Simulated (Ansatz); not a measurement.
**Si2GeH8: basis-set convergence**

One table from this session's results is given with a row withheld; the runs are named, their logs left out.

The runs use Ansatz 0.2.0, Gaussian basis; one geometry, several basis sets.

Levels to be run: PBE0-D4/def2-SVP; ωB97M-V/def2-SVP; PBE0-D4/def2-QZVPP; ωB97M-V/def2-QZVPP; the functionals' def2-TZVPP values are taken from earlier runs.

## The geometry

All runs share one geometry, relaxed beforehand with PBE0-D4 in a triple-zeta def2 set.

SMILES `[SiH3][SiH2][GeH3]`, 11 atoms, charge 0, spin multiplicity 1.

Atoms are counted from 1 here; the program's logs count them from 0.

Bond lengths: Si1–Si2 2.337 Å, Si1–H4 1.488 Å, Si1–H5 1.488 Å, Si1–H6 1.488 Å, Si2–Ge3 2.380 Å, Si2–H7 1.490 Å, Si2–H8 1.490 Å, Ge3–H9 1.538 Å, Ge3–H10 1.538 Å, Ge3–H11 1.538 Å. Angles: Si2–Si1–H4 111.3°, Si2–Si1–H5 109.7°, Si2–Si1–H6 109.7°, H4–Si1–H5 108.8°, H4–Si1–H6 108.8°, H5–Si1–H6 108.6°, Si1–Si2–Ge3 110.4°, Si1–Si2–H7 109.9°, Si1–Si2–H8 109.9°, Ge3–Si2–H7 109.3°, Ge3–Si2–H8 109.3°, H7–Si2–H8 108.2°, Si2–Ge3–H9 110.2°, Si2–Ge3–H10 110.2°, Si2–Ge3–H11 111.3°, H9–Ge3–H10 108.2°, H9–Ge3–H11 108.5°, H10–Ge3–H11 108.5°.

Geometry (Å):

```mol
GeH8Si2
  3D, bonds by distance, orders not assigned

 11 10  0  0  0  0  0  0  0  0999 V2000
   -1.3023    1.3350   -0.6330 Si  0  0
   -0.4337   -0.8162   -0.3523 Si  0  0
    1.6008   -0.7337    0.8799 Ge  0  0
   -2.5760    1.3084   -1.4010 H   0  0
   -0.3205    2.1807   -1.3640 H   0  0
   -1.5587    1.9496    0.6974 H   0  0
   -0.1783   -1.4364   -1.6823 H   0  0
   -1.4155   -1.6673    0.3760 H   0  0
    1.3576   -0.1080    2.2637 H   0  0
    2.6360    0.1279    0.1372 H   0  0
    2.1906   -2.1402    1.0784 H   0  0
  1  2  8  0
  2  3  8  0
  1  4  8  0
  1  5  8  0
  1  6  8  0
  2  7  8  0
  2  8  8  0
  3  9  8  0
  3 10  8  0
  3 11  8  0
M  END
```

The first run:

The input, in.yaml:

```yaml
crystal:
  periodic: [false, false, false]
  atoms:
    - {symbol: Si, position_ang: [-1.302271, 1.335033, -0.632979]}
    - {symbol: Si, position_ang: [-0.433702, -0.816236, -0.352328]}
    - {symbol: Ge, position_ang: [1.600812, -0.733706, 0.879886]}
    - {symbol: H, position_ang: [-2.576046, 1.308381, -1.401049]}
    - {symbol: H, position_ang: [-0.320517, 2.180705, -1.363978]}
    - {symbol: H, position_ang: [-1.558674, 1.949622, 0.697398]}
    - {symbol: H, position_ang: [-0.178325, -1.436387, -1.682299]}
    - {symbol: H, position_ang: [-1.415521, -1.667256, 0.375977]}
    - {symbol: H, position_ang: [1.357609, -0.107951, 2.263745]}
    - {symbol: H, position_ang: [2.636037, 0.127945, 0.137159]}
    - {symbol: H, position_ang: [2.190618, -2.140171, 1.078448]}
basis:
  gaussian: {orbitals: def2-SVP}
hamiltonian: {xc: pbe0, dispersion: d4}
output: {orbitals: {seedname: orbitals}}
```

Started as:

```console
$ ansatz run in.yaml --threads 4 --pin off --events-out ev --progress --plain --max-ram 10444MiB
```

Among the steps run: PBE0-D4 in def2-SVP; ωB97M-V in def2-SVP; PBE0-D4 in def2-QZVPP; ωB97M-V in def2-QZVPP.

One table of the session follows, with a row left open; its other results are not shown here.

It belongs to the step «Functionals by basis». 

```
functional       basis  HOMO (eV)  LUMO (eV)
   PBE0-D4    def2-SVP      -8.03       0.00
   PBE0-D4  def2-TZVPP      -7.98      -0.20
   PBE0-D4  def2-QZVPP          ?          ?
   ωB97M-V    def2-SVP      -9.96       1.83
   ωB97M-V  def2-TZVPP      -9.95       1.51
   ωB97M-V  def2-QZVPP      -9.95       1.22
```

Estimate the missing values for PBE0-D4, def2-QZVPP.

As computed: HOMO (eV): -7.98; LUMO (eV): -0.29.
